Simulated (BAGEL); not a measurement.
# doublet BGeH4Cl+: levels of theory compared

Aim: a comparison of 3 runs (ROHF/6-31G*, UHF/6-31G*, ROHF/def2-SVP) of doublet BGeH4Cl+. 

The calculation is run with BAGEL 1.2.2.

1 further run of the same task is left out (it didn't finish). Runs told in other sessions of the task aren't counted.

## (1) The structure to begin with

The species is BGeH4Cl+ (7 atoms), meant as a doublet with charge +1. As SMILES of the parent species, `Cl[BH][GeH3]`. The coordinates come from a PBE0-D4/def2-TZVP relaxation. That shape belongs to the parent species and isn't relaxed for this state.

Bond lengths: Cl1–B2 1.738 Å, B2–Ge3 2.066 Å, B2–H4 1.193 Å, Ge3–H5 1.539 Å, Ge3–H6 1.539 Å, Ge3–H7 1.537 Å. Angles: Cl1–B2–Ge3 119.4°, Cl1–B2–H4 116.1°, Ge3–B2–H4 124.5°, B2–Ge3–H5 109.7°, B2–Ge3–H6 109.9°, B2–Ge3–H7 112.6°, H5–Ge3–H6 107.5°, H5–Ge3–H7 108.4°, H6–Ge3–H7 108.5°.

## (2) The energy at ROHF/6-31G(d) (density fitting with qzvpp-jkfit, spherical functions) (run 1)

Input file hf.json:

```json
{ "bagel": [

{
  "title": "molecule",
  "basis": "6-31gs.json",
  "df_basis": "qzvpp-jkfit",
  "angstrom": true,
  "geometry": [
    { "atom": "Cl", "xyz": [   -1.976000,   -1.523900,    0.066800 ] },
    { "atom": "B", "xyz": [   -0.280900,   -1.157900,    0.180500 ] },
    { "atom": "Ge", "xyz": [    0.359600,    0.783200,   -0.117500 ] },
    { "atom": "H", "xyz": [    0.439400,   -2.075400,    0.430000 ] },
    { "atom": "H", "xyz": [   -0.028000,    1.247000,   -1.533300 ] },
    { "atom": "H", "xyz": [   -0.333800,    1.724000,    0.884000 ] },
    { "atom": "H", "xyz": [    1.881000,    0.935000,    0.043800 ] }
  ]
},
{ "title": "rohf", "charge": 1, "nopen": 1 },
{ "title": "print", "file": "orbitals.molden", "orbitals": true }

]}
```

The basis set 6-31G* is read from a file made from the Basis Set Exchange's data (not shown).

On the command line:

```console
$ BAGEL_NUM_THREADS=1 BAGEL hf.json > hf.out
```

The program printed:

```text
* using 1 threads per process

  ===============================================================
  ===============================================================

  *** Geometry ***

  { "atom" : "Cl", "xyz" : [     -3.734099,     -2.879754,      0.126234 ] },
  { "atom" : "B", "xyz" : [     -0.530824,     -2.188114,      0.341096 ] },
  { "atom" : "Ge", "xyz" : [      0.679546,      1.480034,     -0.222043 ] },
  { "atom" : "H", "xyz" : [      0.830346,     -3.921938,      0.812582 ] },
  { "atom" : "H", "xyz" : [     -0.052912,      2.356488,     -2.897517 ] },
  { "atom" : "H", "xyz" : [     -0.630791,      3.257888,      1.670518 ] },
  { "atom" : "H", "xyz" : [      3.554575,      1.766894,      0.082770 ] },

  Number of auxiliary basis functions:      541

  Since a DF basis is specified, we compute 2- and 3-index integrals:
    o Being stored without compression. Storage requirement is 0.022 GB

  Number of basis functions:       72
  Number of electrons      :       58

    * METHOD: MOLECULE                             0.26

  *** Open-shell HF ***

  === Nuclear Repulsion ===
   209.5720830607

      * DIIS with orbital gradients will be used.

  === ROHF iteration (6-31gs.json) ===
      0      -2561.12760226          0.01931459           0.13
      1      -2561.19121511          0.01063427           0.13
      2      -2561.20261548          0.00589629           0.13
      3      -2561.20763090          0.00128090           0.13
      4      -2561.20820704          0.00056807           0.13
      5      -2561.20841562          0.00036681           0.13
      6      -2561.20853809          0.00018232           0.13
      7      -2561.20860519          0.00012431           0.13
      8      -2561.20863453          0.00007293           0.13
      9      -2561.20865524          0.00005240           0.13
     10      -2561.20866202          0.00002869           0.13
     11      -2561.20867056          0.00001421           0.13
     12      -2561.20867516          0.00000700           0.13
     13      -2561.20867663          0.00000415           0.13
     14      -2561.20867732          0.00000265           0.13
     15      -2561.20867750          0.00000170           0.13
     16      -2561.20867752          0.00000133           0.13
     17      -2561.20867745          0.00000088           0.13
     18      -2561.20867750          0.00000055           0.13
     19      -2561.20867757          0.00000036           0.13
     20      -2561.20867757          0.00000017           0.13
     21      -2561.20867765          0.00000010           0.13
     22      -2561.20867767          0.00000005           0.13
     23      -2561.20867768          0.00000004           0.13
     24      -2561.20867768          0.00000003           0.13
     25      -2561.20867768          0.00000002           0.13
     26      -2561.20867768          0.00000001           0.13
     27      -2561.20867768          0.00000001           0.13
    * SCF iteration converged.

    * S^2 (ROHF) is 0.7500

    * Permanent dipole moment:
           (   -0.446330,     0.465728,    -0.136259) a.u.

    * METHOD: ROHF                                 3.78

    * METHOD: PRINT                                0.01

  ===============================================================
```

Wall time 4.2 s (1 thread of Arm Neoverse V2, shared host); peak memory 0.12 GiB.

## (3) A single-point energy at UHF/6-31G(d) (density fitting with qzvpp-jkfit, spherical functions) (run 2)

Input file input.json:

```json
{ "bagel": [

{
  "title": "molecule",
  "basis": "6-31gs.json",
  "df_basis": "qzvpp-jkfit",
  "angstrom": true,
  "geometry": [
    { "atom": "Cl", "xyz": [   -1.976000,   -1.523900,    0.066800 ] },
    { "atom": "B", "xyz": [   -0.280900,   -1.157900,    0.180500 ] },
    { "atom": "Ge", "xyz": [    0.359600,    0.783200,   -0.117500 ] },
    { "atom": "H", "xyz": [    0.439400,   -2.075400,    0.430000 ] },
    { "atom": "H", "xyz": [   -0.028000,    1.247000,   -1.533300 ] },
    { "atom": "H", "xyz": [   -0.333800,    1.724000,    0.884000 ] },
    { "atom": "H", "xyz": [    1.881000,    0.935000,    0.043800 ] }
  ]
},
{
  "title": "uhf",
  "charge": 1,
  "nopen": 1
},
{
  "title": "print",
  "file": "orbitals.molden",
  "orbitals": true
}

]}
```

The basis set 6-31G* is read from a file made from the Basis Set Exchange's data (not shown).

On the command line:

```console
$ BAGEL_NUM_THREADS=1 BAGEL input.json > input.out
```

The program printed:

```text
* using 1 threads per process

  ===============================================================
  ===============================================================

  *** Geometry ***

  { "atom" : "Cl", "xyz" : [     -3.734099,     -2.879754,      0.126234 ] },
  { "atom" : "B", "xyz" : [     -0.530824,     -2.188114,      0.341096 ] },
  { "atom" : "Ge", "xyz" : [      0.679546,      1.480034,     -0.222043 ] },
  { "atom" : "H", "xyz" : [      0.830346,     -3.921938,      0.812582 ] },
  { "atom" : "H", "xyz" : [     -0.052912,      2.356488,     -2.897517 ] },
  { "atom" : "H", "xyz" : [     -0.630791,      3.257888,      1.670518 ] },
  { "atom" : "H", "xyz" : [      3.554575,      1.766894,      0.082770 ] },

  Number of auxiliary basis functions:      541

  Since a DF basis is specified, we compute 2- and 3-index integrals:
    o Being stored without compression. Storage requirement is 0.022 GB

  Number of basis functions:       72
  Number of electrons      :       58

    * METHOD: MOLECULE                             0.26

  *** Open-shell HF ***

  === Nuclear Repulsion ===
   209.5720830607

      * DIIS with orbital gradients will be used.

  === UHF iteration (6-31gs.json) ===
      0      -2561.12760226          0.01931459           0.13
      1      -2561.19574025          0.01042523           0.13
      2      -2561.20767234          0.00560300           0.13
      3      -2561.21207349          0.00111556           0.13
      4      -2561.21262600          0.00044996           0.13
      5      -2561.21272152          0.00026555           0.13
      6      -2561.21280547          0.00012256           0.13
      7      -2561.21283263          0.00006301           0.13
      8      -2561.21284191          0.00002289           0.13
      9      -2561.21284308          0.00001127           0.13
     10      -2561.21284330          0.00000739           0.13
     11      -2561.21284341          0.00000535           0.13
     12      -2561.21284348          0.00000325           0.13
     13      -2561.21284350          0.00000201           0.13
     14      -2561.21284351          0.00000150           0.13
     15      -2561.21284351          0.00000102           0.13
     16      -2561.21284351          0.00000071           0.13
     17      -2561.21284351          0.00000046           0.13
     18      -2561.21284351          0.00000031           0.13
     19      -2561.21284351          0.00000021           0.13
     20      -2561.21284351          0.00000015           0.13
     21      -2561.21284351          0.00000011           0.13
     22      -2561.21284351          0.00000007           0.13
     23      -2561.21284351          0.00000005           0.13
     24      -2561.21284351          0.00000003           0.13
     25      -2561.21284351          0.00000002           0.13
     26      -2561.21284351          0.00000002           0.13
     27      -2561.21284351          0.00000001           0.13
     28      -2561.21284351          0.00000001           0.13
    * SCF iteration converged.

    * S^2 (UHF) is 0.7638

    * Permanent dipole moment:
           (   -0.344925,     0.579724,    -0.146788) a.u.

    * METHOD: UHF                                  3.91

    * METHOD: PRINT                                0.01

  ===============================================================
```

Wall time 4.5 s (1 thread of Arm Neoverse V2, shared host); peak memory 0.12 GiB.

## (4) The energy at ROHF/def2-SVP (density fitting with qzvpp-jkfit) (run 3)

Input file input.json:

```json
{ "bagel": [

{
  "title": "molecule",
  "basis": "svp",
  "df_basis": "qzvpp-jkfit",
  "angstrom": true,
  "geometry": [
    { "atom": "Cl", "xyz": [      -1.976000,      -1.523900,       0.066800 ] },
    { "atom": "B", "xyz": [      -0.280900,      -1.157900,       0.180500 ] },
    { "atom": "Ge", "xyz": [       0.359600,       0.783200,      -0.117500 ] },
    { "atom": "H", "xyz": [       0.439400,      -2.075400,       0.430000 ] },
    { "atom": "H", "xyz": [      -0.028000,       1.247000,      -1.533300 ] },
    { "atom": "H", "xyz": [      -0.333800,       1.724000,       0.884000 ] },
    { "atom": "H", "xyz": [       1.881000,       0.935000,       0.043800 ] }
  ]
},

{ "title": "rohf", "charge": 1, "nopen": 1 },

{ "title": "print", "file": "orbitals.molden", "orbitals": true }

]}
```

On the command line:

```console
$ BAGEL_NUM_THREADS=1 BAGEL input.json > input.out
```

The program printed:

```text
* using 1 threads per process

  ===============================================================
  ===============================================================

  *** Geometry ***

  { "atom" : "Cl", "xyz" : [     -3.734099,     -2.879754,      0.126234 ] },
  { "atom" : "B", "xyz" : [     -0.530824,     -2.188114,      0.341096 ] },
  { "atom" : "Ge", "xyz" : [      0.679546,      1.480034,     -0.222043 ] },
  { "atom" : "H", "xyz" : [      0.830346,     -3.921938,      0.812582 ] },
  { "atom" : "H", "xyz" : [     -0.052912,      2.356488,     -2.897517 ] },
  { "atom" : "H", "xyz" : [     -0.630791,      3.257888,      1.670518 ] },
  { "atom" : "H", "xyz" : [      3.554575,      1.766894,      0.082770 ] },

  Number of auxiliary basis functions:      541

  Since a DF basis is specified, we compute 2- and 3-index integrals:
    o Being stored without compression. Storage requirement is 0.031 GB

  Number of basis functions:       84
  Number of electrons      :       58

    * METHOD: MOLECULE                             0.24

  *** Open-shell HF ***

  === Nuclear Repulsion ===
   209.5720830607

      * DIIS with orbital gradients will be used.

  === ROHF iteration (svp) ===
      0      -2561.02794119          0.01662112           0.16
      1      -2561.08470174          0.00730897           0.15
      2      -2561.09270611          0.00406040           0.15
      3      -2561.09570915          0.00108185           0.15
      4      -2561.09629661          0.00047187           0.15
      5      -2561.09654212          0.00031469           0.15
      6      -2561.09667655          0.00017789           0.15
      7      -2561.09675526          0.00012397           0.15
      8      -2561.09679305          0.00006784           0.15
      9      -2561.09682344          0.00004571           0.15
     10      -2561.09683213          0.00002405           0.15
     11      -2561.09684315          0.00001187           0.15
     12      -2561.09684626          0.00000590           0.15
     13      -2561.09684773          0.00000366           0.15
     14      -2561.09684808          0.00000231           0.15
     15      -2561.09684831          0.00000143           0.15
     16      -2561.09684832          0.00000113           0.15
     17      -2561.09684822          0.00000066           0.15
     18      -2561.09684838          0.00000041           0.16
     19      -2561.09684845          0.00000026           0.15
     20      -2561.09684845          0.00000012           0.15
     21      -2561.09684853          0.00000007           0.15
     22      -2561.09684854          0.00000004           0.15
     23      -2561.09684855          0.00000003           0.16
     24      -2561.09684855          0.00000002           0.16
     25      -2561.09684855          0.00000001           0.16
     26      -2561.09684855          0.00000001           0.15
    * SCF iteration converged.

    * S^2 (ROHF) is 0.7500

    * Permanent dipole moment:
           (   -0.411405,     0.489920,    -0.137023) a.u.

    * METHOD: ROHF                                 4.39

    * METHOD: PRINT                                0.01

  ===============================================================
```

It took 5.1 s on 1 thread of Arm Neoverse V2, shared host; peak memory 0.14 GiB.

## (5) Overview of the runs

```csv
run,level,energy (Eh),⟨S²⟩,wall time
1,"ROHF/6-31G* (density fitting with qzvpp-jkfit, spherical functions)",-2561.208678,0.750,4.2 s
2,"UHF/6-31G* (density fitting with qzvpp-jkfit, spherical functions)",-2561.212844,0.764,4.5 s
3,ROHF/def2-SVP (density fitting with qzvpp-jkfit),-2561.096849,0.750,5.1 s
```

## (6) Summary of results

| quantity | value |
| --- | --- |
| run 3: total energy | -2561.09685 Eh |
| run 3: ⟨S²⟩ | 0.750 |

In words: Over the runs the total energy spans 3.156 eV, nearly all of it from run 3, which stands apart from the rest. All runs together took 14 s, the longest 5.1 s.
